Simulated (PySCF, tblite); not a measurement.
# Al2SF5 radical, a small gas-phase stand-in for a defect centre (aluminium fluoride dimer): EPR parameters

What EPR parameters should one expect for `[F][Al-]1([F])[F+][Al-]([F])([S])[F+]1`? It is drawn as: sulfur hole.

Programs: tblite 0.8.0 and PySCF 2.14.0. All values are calculated, for the isolated system unless a continuum is named. Atoms count from 0, parts from 1.

## 1. Starting point

8 atoms, charge 0, multiplicity 2; geometry: distance geometry start.

## 2. Relaxing the cluster with GFN2-xTB

What the job is given:

```
{"job": {"kind": "relax", "xc": "GFN2-xTB", "basis": "xTB"}, "charge": 0, "multiplicity": 2}
F      1.529400    -2.745924     0.287567
Al     1.552130    -1.144558     0.972526
F      2.279480    -0.919652     2.558193
F      2.010160     0.143045    -0.229617
Al     0.413332     0.995225    -0.390994
F     -0.307941     0.814657    -1.941878
S      0.446222     3.027041     0.517443
F     -0.046122    -0.279044     0.814396
```

Method: GFN2-xTB geometry optimisation, gas phase.

Launch:

```
> OMP_NUM_THREADS=1 python cluster_run.py task.json out
```

This one command runs all jobs of the session in turn.

**Question.** The jobs that follow are: PBE0-D3(BJ)/def2-SVP geometry optimisation, gas phase; UKS B3LYP, IGLO-III on Al F S, non-relativistic, mean-field spin-orbit, GIAO; UKS BHandHLYP, IGLO-III on Al F S, non-relativistic, mean-field spin-orbit, GIAO. Predict: point group; rotational constants (main isotopes); g(iso) (B3LYP); ⟨S²⟩; largest a(iso) (averaged by class).

**Answer**, as computed:

```
                            quantity                   value
                         point group                      Cs
rotational constants (main isotopes)    1.92, 0.81, 0.65 GHz
                      g(iso) (B3LYP)                 2.18296
                                ⟨S²⟩      0.753 (exact 0.75)
  largest a(iso) (averaged by class)  27Al on Al4, -44.0 MHz
```

What this shows: The start of the PBE0/def2-SVP relaxation was shaken at random by about 0.01 Å, so part of the energy gained, and of the first lengths quoted, undoes that. Over 11 steps the energy fell by 0.107 eV; of the close pairs, F3–Al4 changed most, 1.880 to 1.831 Å (PBE0/def2-SVP). No frequency check was run at this level, so the end point may be a saddle. Most of the unpaired spin sits on S6 (1.00 e). The isotropic g lies 180.6 ppt above the free-electron value. These values are not to be trusted: the run shows nearly degenerate orbitals, where second-order g theory doesn't apply.
